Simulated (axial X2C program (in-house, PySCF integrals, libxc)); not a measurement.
**CdLi: properties at the nuclei**

Aim: properties at the nuclei of CdLi, with spin–orbit coupling in the Hamiltonian from the start.

Program: an in-house X2C program for linear molecules on PySCF integrals. Level of theory: two-component X2C with atomic mean-field terms, Cd dyall-cv3z, Li dyall-cv3z. These are calculated values, not measurements.

### 1 Input

File task.json:

```json
{"zs": [48, 3], "q": 0, "bas": ["dyall-cv3z", "dyall-cv3z"], "r0": 2.69, "levels": ["PBE0", "HF", "LDA", "BHandHLYP", "PBE50"], "nst": 3}
```

Keys: zs atomic numbers; q charge; bas basis sets; r0 starting distance in Å; levels methods (HF also brings MP2); nst determinants followed.

The run is started by

```console
> python soeom.py task.json out
```

Nuclei are Gaussian, cores are contracted, and the Gaunt term is on.

### 2 Expectation values, lowest determinant

R = 3.047 Å. State: Ω = 1/2 (excess of +ω over −ω: ω = 1/2).

Output of the PBE0 run:

```text
two-component X2C + atomic mean field  PBE0
basis functions 191  fitting functions 836  grid points 5086
iter        total energy     max residual
   1      -5598.834628777     6.47e-05
   2      -5598.834628782     1.05e-05
   3      -5598.834628784     2.71e-05
   4      -5598.834628785     4.35e-06
converged
one-electron -7761.07465849  Coulomb 2297.66385244  exact exchange -38.75229782  xc functional -118.63478779  nuclear repulsion 25.00870311  atomic mean-field constant -3.04544022
```

The highest occupied spinor is 55% Li s, 33% Cd p, 6% Li p.

```csv
level,Eeff magnitude (GV/cm),Ws magnitude Cd (kHz),A∥/gI Cd (MHz),qzz Cd (a.u.),A∥/gI Li (MHz),qzz Li (a.u.),μ (D)
PBE0,4.18,4.63,590,-0.85,160,-0.01,0.52
HF,8.38,9.31,558,-0.88,163,0.00,-0.32
LDA,3.25,3.58,537,-0.95,160,-0.01,1.01
BHandHLYP,4.7,5.19,687,-0.86,190,0.00,0.61
PBE50,5.33,5.91,668,-0.91,160,0.00,0.66
```

Eeff is the effective electric field on the electron dipole moment in this Ω state and Ws the scalar–pseudoscalar constant (defined with the proton number Z and per Ω); A∥ is the parallel hyperfine constant, which follows by multiplying with the nuclear g factor gI = μI/(I μN); qzz is the electric field gradient, eQq0 = 234.96 MHz × Q/barn × qzz; μ is positive if Li is the positive end. The operators were transformed with the bare-nucleus X2C matrices.

### 3 Expectation values, a higher determinant

R = 3.047 Å. State: Ω = 3/2 (excess of +ω over −ω: ω = 3/2), 1.22 eV above the lowest in the PBE0 search for states (made at or near this distance, with looser thresholds).

Output of the PBE0 run:

```text
two-component X2C + atomic mean field  PBE0
basis functions 191  fitting functions 836  grid points 5086
iter        total energy     max residual
   1      -5598.789631107     7.61e-05
   2      -5598.789631116     1.56e-05
   3      -5598.789631120     6.12e-05
   4      -5598.789631121     6.02e-06
converged
one-electron -7760.96142465  Coulomb 2297.56407064  exact exchange -38.74487787  xc functional -118.61066212  nuclear repulsion 25.00870311  atomic mean-field constant -3.04544022
```

The highest occupied spinor is 62% Li p, 36% Cd p.

| level | Eeff magnitude (GV/cm) | Ws magnitude Cd (kHz) | A∥/gI Cd (MHz) | qzz Cd (a.u.) | A∥/gI Li (MHz) | qzz Li (a.u.) | μ (D) |
| --- | --- | --- | --- | --- | --- | --- | --- |
| PBE0 | 0.821 | 0.283 | -153 | 0.66 | 0.791 | 0.01 | 2.66 |
| HF | 6.92 | 2.53 | -722 | 0.16 | 8.01 | 0.01 | 2.05 |
| LDA | 0.539 | 0.18 | -81.1 | 0.83 | 0.158 | 0.01 | 3.25 |
| BHandHLYP | 0.687 | 0.233 | -79.1 | 0.66 | 3.38 | 0.01 | 2.98 |
| PBE50 | 1.17 | 0.409 | -205 | 0.63 | 1.38 | 0.01 | 2.75 |

### 4 Summary of results

| quantity | value |
| --- | --- |
| lowest determinant | Ω = 1/2 (excess of +ω over −ω: ω = 1/2) |
| Eeff magnitude (GV/cm), PBE0 | 4.18 |
| Ws magnitude Cd (kHz), PBE0 | 4.63 |
| A∥/gI Cd (MHz), PBE0 | 590 |
| qzz Cd (a.u.), PBE0 | -0.85 |
| higher determinant | Ω = 3/2 (excess of +ω over −ω: ω = 3/2) |
| Eeff magnitude (GV/cm), PBE0, higher determinant | 0.821 |
| Ws magnitude Cd (kHz), PBE0, higher determinant | 0.283 |
| A∥/gI Cd (MHz), PBE0, higher determinant | -153 |
| qzz Cd (a.u.), PBE0, higher determinant | 0.66 |

**Reading.** In the first state, the effective field runs from 3.25 to 8.38 GV/cm over the mean-field levels, so the levels don't agree on it. The expectation values come from single determinants, which for open shells can mix terms of unlike spin or miss the lowest Ω, so a determinant need not be a state. Eeff is the effective electric field on the electron dipole moment in this Ω state and Ws the scalar–pseudoscalar constant (defined with the proton number Z and per Ω); A∥ is the parallel hyperfine constant, which follows by multiplying with the nuclear g factor gI = μI/(I μN); qzz is the electric field gradient, eQq0 = 234.96 MHz × Q/barn × qzz; μ is positive if Li is the positive end. The operators were transformed with the bare-nucleus X2C matrices.
